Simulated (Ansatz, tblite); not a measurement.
**(FSn)4S6 adamantane (Sn₄S₆F₄): one state, many levels**

One table from this session's results is given with a row withheld; the runs are named, their logs left out.

The runs use Ansatz 0.2.0, Gaussian basis; as each input shows.

Plan: GFN1-xTB, GFN2-xTB, PBE-D4/def2-TZVP, r2SCAN-D4/def2-TZVP, PBE-QIDH/def2-TZVP, B2PLYP/def2-TZVP, HSE06-D4/def2-TZVP, PBE-D4/def2-SVP, PBE0-D4/def2-SVP, CCSD(T)/def2-SVP, MP2/def2-TZVP, RPA/def2-TZVP.

### The geometry

The geometry is that of the singlet, from an earlier relaxation (PBE-D4/def2-SVP).

14 atoms, charge 0, spin multiplicity 1.

Bond lengths: Sn1–F2 1.946 Å, Sn1–S3 2.439 Å, Sn1–S9 2.439 Å, Sn1–S13 2.439 Å, S3–Sn4 2.439 Å, Sn4–F5 1.946 Å, Sn4–S6 2.439 Å, Sn4–S14 2.439 Å, S6–Sn7 2.439 Å, Sn7–F8 1.946 Å, Sn7–S9 2.439 Å, Sn7–S10 2.439 Å, S10–Sn11 2.439 Å, Sn11–F12 1.946 Å, Sn11–S13 2.439 Å, Sn11–S14 2.439 Å. Angles: F2–Sn1–S3 104.0°, F2–Sn1–S9 104.0°, F2–Sn1–S13 104.0°, S3–Sn1–S9 114.3°, S3–Sn1–S13 114.3°, S9–Sn1–S13 114.4°, Sn1–S3–Sn4 98.5°, S3–Sn4–F5 104.0°, S3–Sn4–S6 114.4°, S3–Sn4–S14 114.4°, F5–Sn4–S6 104.0°, F5–Sn4–S14 104.0°, S6–Sn4–S14 114.3°, Sn4–S6–Sn7 98.5°, S6–Sn7–F8 104.0°, S6–Sn7–S9 114.4°, S6–Sn7–S10 114.4°, F8–Sn7–S9 104.0° and more.

Sn takes a core potential in the def2 sets. No spin-orbit coupling is included.

PBE0-D4/def2-TZVP was run before; its log isn't repeated, and its numbers join the tables.

Set-up of the first run:

Tight binding, by tblite at 300 K electronic temperature and without a spin-polarisation term:

```python
tblite.interface.Calculator('GFN1-xTB', numbers, positions, charge=0, uhf=0).singlepoint()
```

Tight binding, by tblite at 300 K electronic temperature and without a spin-polarisation term:

```python
tblite.interface.Calculator('GFN2-xTB', numbers, positions, charge=0, uhf=0).singlepoint()
```

start.molden holds the orbitals of an earlier run on this state, given as this run's starting guess.

in.yaml

```yaml
crystal:
  periodic: [false, false, false]
  atoms:
    - {symbol: Sn, position_ang: [-0.833261, 1.331320, 1.629000]}
    - {symbol: F, position_ang: [-1.550674, 2.476284, 3.029581]}
    - {symbol: S, position_ang: [1.523094, 1.091736, 2.211429]}
    - {symbol: Sn, position_ang: [2.206072, -0.347730, 0.364917]}
    - {symbol: F, position_ang: [4.103102, -0.646971, 0.679506]}
    - {symbol: S, position_ang: [2.132621, 0.722486, -1.825640]}
    - {symbol: Sn, position_ang: [-0.283450, 0.999818, -2.010118]}
    - {symbol: F, position_ang: [-0.527388, 1.860270, -3.738506]}
    - {symbol: S, position_ang: [-1.238945, 2.585976, -0.422689]}
    - {symbol: S, position_ang: [-1.525315, -1.089732, -2.210980]}
    - {symbol: Sn, position_ang: [-1.088907, -1.983508, 0.015971]}
    - {symbol: F, position_ang: [-2.026343, -3.688861, 0.030268]}
    - {symbol: S, position_ang: [-2.130163, -0.724680, 1.826992]}
    - {symbol: S, position_ang: [1.239555, -2.586416, 0.420269]}
basis:
  gaussian: {orbitals: def2-TZVP, fitting: {mean_field: def2-universal-jkfit}, initial_orbitals: start.molden}
hamiltonian: {xc: pbe, dispersion: d4}
scf: {omitted_lower_state_checks: [starts]}
output: {orbitals: {seedname: orbitals}}
```

Run with:

```console
> ansatz run in.yaml --threads 2 --pin off --events-out ev --progress --plain --max-ram 32768MiB --backend cuda --devices 0, --max-vram 18GiB
```

Steps of the session up to this table: PBE-D4/def2-TZVP; r2SCAN-D4/def2-TZVP; PBE-QIDH/def2-TZVP; B2PLYP/def2-TZVP; HSE06-D4/def2-TZVP; PBE-D4/def2-SVP; PBE0-D4/def2-SVP; CCSD(T)/def2-SVP; MP2/def2-TZVP; RPA/def2-TZVP.

One of the session's tables, all rows but one given; the rest of the session is left out.

It belongs to the step «Binding energy». 

| method | binding an atom (eV) |
| --- | --- |
| HF/def2-SVP | 1.947 |
| HF/def2-TZVP | 2.054 |
| PBE-D4/def2-SVP | 3.564 |
| PBE-D4/def2-TZVP | 3.613 |
| r2SCAN-D4/def2-TZVP | 3.498 |
| PBE0-D4/def2-SVP | 3.368 |
| PBE0-D4/def2-TZVP | 3.447 |
| HSE06-D4/def2-TZVP | 3.450 |
| B2PLYP/def2-TZVP | 3.317 |
| PBE-QIDH/def2-TZVP | 3.391 |
| RPA/def2-TZVP | 3.033 |
| MP2/def2-SVP | 3.208 |
| MP2/def2-TZVP | 3.478 |
| CCSD/def2-SVP | 2.917 |
| CCSD(T)/def2-SVP | ? |

Estimate the missing values for CCSD(T)/def2-SVP.

As computed: binding an atom (eV): 3.019. In the column «binding an atom (eV)» it lies between CCSD/def2-SVP (2.917) and RPA/def2-TZVP (3.033).

Caveats from the session: Free atoms were run apart at each level; binding is atoms less cluster, divided by the number of atoms, without zero-point or spin-orbit terms.
